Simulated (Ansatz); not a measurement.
# HfTi2 (P-3m1) in Ansatz: convergence with k mesh

Aim: find how far k mesh must go before the results for HfTi2 settle, at PBE. This setting moves, with any that are tied to it; all else stays.

Program: Ansatz 0.2.0. These are calculated values, not measurements. Logs are shortened: lines on timing, memory, paths and dates and some standing lists are left out, and cuts for length are marked.

**1. The structure**

It takes space group P-3m1 (No. 164, trigonal). Conventional cell: a = 3.145 Å, b = 3.145 Å, c = 5.411 Å, α = 90.00°, β = 90.00°, γ = 120.00°. Hf (site symmetry -3m) has 6 Ti at 2.31 Å as nearest neighbours. Around Ti (site symmetry 3m) lie 3 Hf at 2.31 Å.

The cell was built by a generator and needn't be a form met in nature.

**2. With k mesh 3 × 3 × 2**

The input, input.yaml:

```yaml
crystal:
  lattice:
    - [3.14546521, 0.0, 0.0]
    - [-1.5727326, 2.72405278, 0.0]
    - [0.0, 0.0, 5.41149947]
  atoms:
    - { symbol: Hf, position: [0.0, 0.0, 0.0] }
    - { symbol: Ti, position: [0.66666667, 0.33333333, 0.26280001] }
    - { symbol: Ti, position: [0.33333333, 0.66666667, 0.73719999] }
hamiltonian:
  xc: pbe
  pseudopotentials: { kind: paw, source: jth }
kpoints:
  mp_grid: { grid: [3, 3, 2] }
scf:
  occupations: { method: methfessel_paxton, width: 0.1 }
output:
  forces: true
  stress: true
  eigenvalues: true
```

Potentials or basis: JTH PAW.

Launch:

```
ansatz run input.yaml --threads 2 --pin off --max-ram 5632MiB --backend cpu --events-out ev --progress --plain --runs-dir out
```

Wall time 1.7 s (2 threads of Intel Xeon Platinum 8259CL at 2.50GHz (Skylake/Cascade Lake), shared host); peak memory 0.43 GiB.

Results:

| Property | Result |
| --- | --- |
| Free energy | -14464.6839 eV |
| Pressure | 55.8 GPa |
| Largest force | 7.187 eV/Å |
| Band gap on the k mesh | none (metal or under the smearing width) |

**3. With k mesh 4 × 4 × 2**

input.yaml, as its differences from that of step 2:

```diff
@@ -13,3 +13,3 @@
 kpoints:
-  mp_grid: { grid: [3, 3, 2] }
+  mp_grid: { grid: [4, 4, 2] }
 scf:
```

Potentials or basis: JTH PAW.

Launch:

```
ansatz run input.yaml --threads 2 --pin off --max-ram 5632MiB --backend cpu --events-out ev --progress --plain --runs-dir out
```

It took 1.7 s on 2 threads of Intel Xeon Platinum 8259CL at 2.50GHz (Skylake/Cascade Lake), shared host; peak memory 0.44 GiB.

Results:

* Free energy: -14464.6140 eV
* Pressure: 55.4 GPa
* Largest force: 6.755 eV/Å
* Band gap on the k mesh: none (metal or under the smearing width)

**4. With k mesh 5 × 5 × 3**

input.yaml, as its differences from that of step 3:

```diff
@@ -13,3 +13,3 @@
 kpoints:
-  mp_grid: { grid: [4, 4, 2] }
+  mp_grid: { grid: [5, 5, 3] }
 scf:
```

Launch:

```
ansatz run input.yaml --threads 2 --pin off --max-ram 5632MiB --backend cpu --events-out ev --progress --plain --runs-dir out
```

It took 2.3 s on 2 threads of Intel Xeon Platinum 8259CL at 2.50GHz (Skylake/Cascade Lake), shared host; peak memory 0.47 GiB.

Results:

| Quantity | Value |
| --- | --- |
| Free energy | -14464.7646 eV |
| Pressure | 55.3 GPa |
| Largest force | 6.857 eV/Å |
| Band gap on the k mesh | none (metal or under the smearing width) |

**5. With k mesh 6 × 6 × 3**

input.yaml, as its differences from that of step 4:

```diff
@@ -13,3 +13,3 @@
 kpoints:
-  mp_grid: { grid: [5, 5, 3] }
+  mp_grid: { grid: [6, 6, 3] }
 scf:
```

Launch:

```
ansatz run input.yaml --threads 2 --pin off --max-ram 5632MiB --backend cpu --events-out ev --progress --plain --runs-dir out
```

It took 2.7 s on 2 threads of Intel Xeon Platinum 8259CL at 2.50GHz (Skylake/Cascade Lake), shared host; peak memory 0.47 GiB.

Results:

```
Free energy            : -14464.7998 eV
Pressure               : 56.2 GPa
Largest force          : 7.546 eV/Å
Band gap on the k mesh : none (metal or under the smearing width)
```

**6. With k mesh 7 × 7 × 4**

input.yaml, as its differences from that of step 5:

```diff
@@ -13,3 +13,3 @@
 kpoints:
-  mp_grid: { grid: [6, 6, 3] }
+  mp_grid: { grid: [7, 7, 4] }
 scf:
```

Potentials or basis: JTH PAW.

Launch:

```
ansatz run input.yaml --threads 2 --pin off --max-ram 5632MiB --backend cpu --events-out ev --progress --plain --runs-dir out
```

Wall time 4.3 s (2 threads of Intel Xeon Platinum 8259CL at 2.50GHz (Skylake/Cascade Lake), shared host); peak memory 0.52 GiB.

Results (log left out):

```yaml
Free_energy: -14464.7370 eV
Pressure: 56.5 GPa
Largest_force: 7.585 eV/Å
Band_gap_on_the_k_mesh: none (metal or under the smearing width)
```

**7. With k mesh 9 × 9 × 5**

input.yaml, as its differences from that of step 6:

```diff
@@ -13,3 +13,3 @@
 kpoints:
-  mp_grid: { grid: [7, 7, 4] }
+  mp_grid: { grid: [9, 9, 5] }
 scf:
```

Launch:

```
ansatz run input.yaml --threads 2 --pin off --max-ram 5632MiB --backend cpu --events-out ev --progress --plain --runs-dir out
```

It took 6.8 s on 2 threads of Intel Xeon Platinum 8259CL at 2.50GHz (Skylake/Cascade Lake), shared host; peak memory 0.57 GiB.

Results (log left out):

```
Free energy            : -14464.7835 eV
Pressure               : 55.7 GPa
Largest force          : 7.237 eV/Å
Band gap on the k mesh : none (metal or under the smearing width)
```

**8. With k mesh 11 × 11 × 6**

input.yaml, as its differences from that of step 7:

```diff
@@ -13,3 +13,3 @@
 kpoints:
-  mp_grid: { grid: [9, 9, 5] }
+  mp_grid: { grid: [11, 11, 6] }
 scf:
```

Launch:

```
ansatz run input.yaml --threads 2 --pin off --max-ram 5632MiB --backend cpu --events-out ev --progress --plain --runs-dir out
```

Run time: 10 s. Hardware: 2 threads of Intel Xeon Platinum 8259CL at 2.50GHz (Skylake/Cascade Lake), shared host; peak memory 0.66 GiB.

The run converged. Its results:

```
Free energy            : -14464.7636 eV
Pressure               : 55.8 GPa
Largest force          : 7.260 eV/Å
Band gap on the k mesh : none (metal or under the smearing width)
```

**9. With k mesh 13 × 13 × 7**

input.yaml, as its differences from that of step 8:

```diff
@@ -13,3 +13,3 @@
 kpoints:
-  mp_grid: { grid: [11, 11, 6] }
+  mp_grid: { grid: [13, 13, 7] }
 scf:
```

Potentials or basis: JTH PAW.

Launch:

```
ansatz run input.yaml --threads 2 --pin off --max-ram 5632MiB --backend cpu --events-out ev --progress --plain --runs-dir out
```

It took 15 s on 2 threads of Intel Xeon Platinum 8259CL at 2.50GHz (Skylake/Cascade Lake), shared host; peak memory 0.79 GiB.

The run converged. Its results:

| Property | Result |
| --- | --- |
| Free energy | -14464.7721 eV |
| Pressure | 56.0 GPa |
| Largest force | 7.361 eV/Å |
| Band gap on the k mesh | none (metal or under the smearing width) |

**10. With k mesh 16 × 16 × 8**

input.yaml, as its differences from that of step 9:

```diff
@@ -13,3 +13,3 @@
 kpoints:
-  mp_grid: { grid: [13, 13, 7] }
+  mp_grid: { grid: [16, 16, 8] }
 scf:
```

Potentials or basis: JTH PAW.

Launch:

```
ansatz run input.yaml --threads 2 --pin off --max-ram 5632MiB --backend cpu --events-out ev --progress --plain --runs-dir out
```

Output:

```text
Warning: the checks of this Hf dataset prove no rule for summing its radial tables, as where they were carried onto another mesh than they were made on, and Gregory's rule is taken, under which a leading mesh point left out moves its sums only by what lay on the interval it spanned. That does not make them correct, and they differ from Quantum ESPRESSO's on this file; a re-export a fraction of a mesh step off can move them. hamiltonian.pseudopotentials.radial_quadrature: simpson_from_first_knot sums it by `pw.x`'s rule; on a PAW file no value gives `pw.x`'s numbers. What more to know: hamiltonian.pseudopotentials.radial_quadrature, in the input reference
Warning: the checks of this Ti dataset prove no rule for summing its radial tables, as where they were carried onto another mesh than they were made on, and Gregory's rule is taken, under which a leading mesh point left out moves its sums only by what lay on the interval it spanned. That does not make them correct, and they differ from Quantum ESPRESSO's on this file; a re-export a fraction of a mesh step off can move them. hamiltonian.pseudopotentials.radial_quadrature: simpson_from_first_knot sums it by `pw.x`'s rule; on a PAW file no value gives `pw.x`'s numbers. What more to know: hamiltonian.pseudopotentials.radial_quadrature, in the input reference
Warning: RAYON_NUM_THREADS=2 ignored (pool sized by the plan → 2); use --threads N
Engine: ansatz 0.2.0, x86_64-unknown-linux-gnu
Pseudopotentials: kind: paw
Pseudopotential: Hf, paw, valence charge 12, recommended cutoff 1230 eV (normal), Hf.paw.azcp
Pseudopotential: Ti, paw, valence charge 12, recommended cutoff 1230 eV (normal), Ti.paw.azcp
Functional definition: PBE
  parameter kappa = 0.804
  parameter beta = 0.06672455060314922
  exchange = pbe_x(kappa = kappa, mu = beta*pi^2/3)
  correlation = pbe_c(beta = beta)
Crystal: 3 atoms, lattice volume = 46.368 Å³
Basis set: ecut = 1230 eV, 4465 PW (Γ), exchange–correlation on 72×72×128 points (8 copies of the dense FFT grid, shifted against one another)
Bands: 22, of which v1, the nominal top of the filled ones, is band 18 counted from 1 (17 counted from 0)
Symmetry: 12 space group operations
Space group: P-3m1 (ITA 164), of the structure as read, at distance tolerance 3.6e-5 Å
k-points: 213 of 2048
Non-local potential: Hf, projectors of the file, l = 0: 2, l = 1: 2, l = 2: 2
Non-local potential: Ti, projectors of the file, l = 0: 2, l = 1: 2, l = 2: 2
PAW form: soft (Blöchl's): semilocal exchange-correlation on the pseudo side does not see the compensation charge
PAW one-centre angular grid: Hf, 590 points (default); XC on 96 Gauss nodes
PAW one-centre angular grid: Ti, 590 points (default); XC on 64 Gauss nodes
[... 21 lines left out ...]
Entropy (-TS):   0.000870 eV (0.290 meV/atom)
Fermi energy:    17.399885 eV
--- Per-component energies (eV) ---
  E_band       = -309.335803
  E_kinetic    = 610.574185
  E_local      = -1703.264609  (includes V_loc(G=0)·N_el)
  E_nonlocal   = -308.285253
  E_hartree    = 924.435624
  E_xc         = -432.414876
  E_vxc        = -316.795600  (∫ρ·V_xc dr)
  E_paw        = -10176.029962  (= ΣΔE_a)
  E_vpaw       = -440.430652  (= ΣTr[D̂ρ^β])
  E_aug_tail   = 0.000018  (compensation charges beyond the density's cutoff)
  E_ewald      = -3379.787417
  E_smearing   = 0.000870  (= −TS)
  E_closure    = -0.000000  (closes the sum)
  Σ components = -14464.771420   (vs F -14464.771420, Δ=0.00e0)
--- Forces (eV/Å), atoms counted from 1 ---
  atom   1  Hf    -0.00000000     0.00000000     0.00000000
  atom   2  Ti    -0.00000000     0.00000000     7.25103262
  atom   3  Ti     0.00000000    -0.00000000    -7.25103262
  max |Σ_I F_I| component: 1.85e-17 eV/Å
--- Stress (GPa, compression-positive) ---
       54.135781       0.000000      -0.000000
        0.000000      54.135781      -0.000000
       -0.000000      -0.000000      59.092454
  P = ⅓ Tr σ = 55.7880 GPa (557.880 kbar)
--- Band table (eV; the first three rows and the last of 213) ---
  k-point 0: bands = ["-43.0412", "-38.7714", "-38.6798", "-15.4038", "-15.3179", "-15.1714", "-15.1714", "-15.0550", "-15.0550", "-11.7378", "-11.5647", "-11.5647", "11.1506", "13.6278", "15.3737", "15.6238", "15.6238", "16.1037", "16.1037", "17.9235", "18.3858", "18.3858"]
  k-point 1: bands = ["-43.0412", "-38.7753", "-38.6760", "-15.4432", "-15.2758", "-15.1745", "-15.1745", "-15.0517", "-15.0517", "-11.7416", "-11.5651", "-11.5651", "11.2505", "13.6178", "15.2157", "15.6442", "15.6442", "16.0922", "16.0922", "17.8238", "18.4360", "18.4360"]
  k-point 2: bands = ["-43.0411", "-38.7836", "-38.6677", "-15.4959", "-15.2164", "-15.1813", "-15.1813", "-15.0443", "-15.0443", "-11.7509", "-11.5660", "-11.5660", "11.5322", "13.5924", "14.7656", "15.6791", "15.6791", "16.0896", "16.0896", "17.6824", "18.5394", "18.5394"]
  k-point 212: bands = ["-42.8982", "-38.7424", "-38.7421", "-15.7845", "-15.7709", "-15.7142", "-15.1659", "-15.1591", "-15.1413", "-11.6424", "-11.6199", "-11.4484", "14.7264", "15.2077", "16.4187", "16.4804", "16.8622", "17.0465", "17.7780", "17.7871", "18.1854", "19.6203"]
```

It took 25 s on 2 threads of Intel Xeon Platinum 8259CL at 2.50GHz (Skylake/Cascade Lake), shared host; peak memory 1 GiB.

Results:

```yaml
Free_energy: -14464.7714 eV
Pressure: 55.8 GPa
Largest_force: 7.251 eV/Å
Band_gap_on_the_k_mesh: none (metal or under the smearing width)
```

**11. Result**

| k mesh | energy less the tightest run, at zero smearing (meV/atom) | pressure (GPa) | largest force (eV/Å) | SCF cycles | CPU time (s) | peak memory (GiB) |
| --- | --- | --- | --- | --- | --- | --- |
| 3 × 3 × 2 | 28.85 | 55.80 | 7.187 | 9 | 3 | 0.43 |
| 4 × 4 × 2 | 53.85 | 55.40 | 6.755 | 9 | 3 | 0.44 |
| 5 × 5 × 3 | 2.77 | 55.32 | 6.857 | 9 | 4.2 | 0.47 |
| 6 × 6 × 3 | -9.56 | 56.20 | 7.546 | 8 | 5.1 | 0.47 |
| 7 × 7 × 4 | 11.54 | 56.46 | 7.585 | 9 | 8.1 | 0.52 |
| 9 × 9 × 5 | -4.11 | 55.65 | 7.237 | 8 | 13 | 0.57 |
| 11 × 11 × 6 | 2.73 | 55.80 | 7.260 | 8 | 20 | 0.66 |
| 13 × 13 × 7 | -0.19 | 55.95 | 7.361 | 9 | 29 | 0.79 |
| 16 × 16 × 8 | 0.00 | 55.79 | 7.251 | 9 | 50 | 1 |

Against the tightest run, the energy stays within 1 meV/atom from 13 × 13 × 7 on. Not settled before the last step: the pressure (to 0.1 GPa), the largest force (to 0.005 eV/Å). Meshes of other sizes hit other points, so gaps and Fermi surfaces needn't settle smoothly. The tightest run that finished is the yardstick and may itself not be fully converged.

Caveats: a pressure of tens of GPa on the cell as given is suspect, and the run, the potentials or the cell itself is likely at fault; forces of over 1 eV/Å show positions far from the minimum, so gaps and moduli don't describe the material at rest.
